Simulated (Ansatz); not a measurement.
# Y: the cost of one run

Computed with Ansatz 0.2.0 (DFT PBEsol, scalar-relativistic, plane waves, PAW).

2 further runs of the same task are left out: 2 set aside as unsound or not needed.

## 1. Starting point

Symmetry: P6_3/mmc, No. 194, hexagonal system. Conventional cell: a = 3.657 Å, b = 3.657 Å, c = 5.674 Å, α = 90.00°, β = 90.00°, γ = 120.00°. Around Y (site symmetry -6m2) lie 12 Y at 3.54 to 3.66 Å.

As a file:

```cif
data_structure
_symmetry_space_group_name_H-M 'P 1'
_symmetry_Int_Tables_number 1
_cell_length_a 3.6571
_cell_length_b 3.6571
_cell_length_c 5.6741
_cell_angle_alpha 90.000
_cell_angle_beta 90.000
_cell_angle_gamma 120.000
_cell_volume 65.72
loop_
_atom_site_label
_atom_site_type_symbol
_atom_site_fract_x
_atom_site_fract_y
_atom_site_fract_z
_atom_site_occupancy
Y1 Y 0.33333 0.66667 0.25000 1
Y2 Y 0.66667 0.33333 0.75000 1
```

It is the result of an earlier relaxation at this level (volume 32.86 Å³/atom; gap on the mesh: none (metal)).

## 2. Bulk reference on the slab's mesh

File input.yaml:

```yaml
crystal:
  lattice:
    - [3.5978211078, 0.0, 0.0]
    - [0.0, 5.5845827573, 0.0]
    - [1.7989105539, 0.0, 3.1158044777]
  atoms:
    - { symbol: "Y", position: [0.3333333333, 0.75, 0.3333333333] }
    - { symbol: "Y", position: [0.6666666667, 0.25, 0.6666666667] }
basis:
  ecutwfc: 420
kpoints:
  mp_grid: { grid: [10, 6, 11] }
hamiltonian:
  xc: pbesol
scf:
  occupations: { method: gaussian, width: 0.1 }
output:
  forces: true
  stress: true
  eigenvalues: true
```

Started as:

```
ansatz run input.yaml --threads 1 --pin off --max-ram 2560MiB --backend cpu --events-out ev --progress --plain --runs-dir out
```

Q: Estimate wall time and peak memory on 1 thread of Arm Neoverse V1, shared host.

About 8.9 s, with a peak of 0.43 GiB.
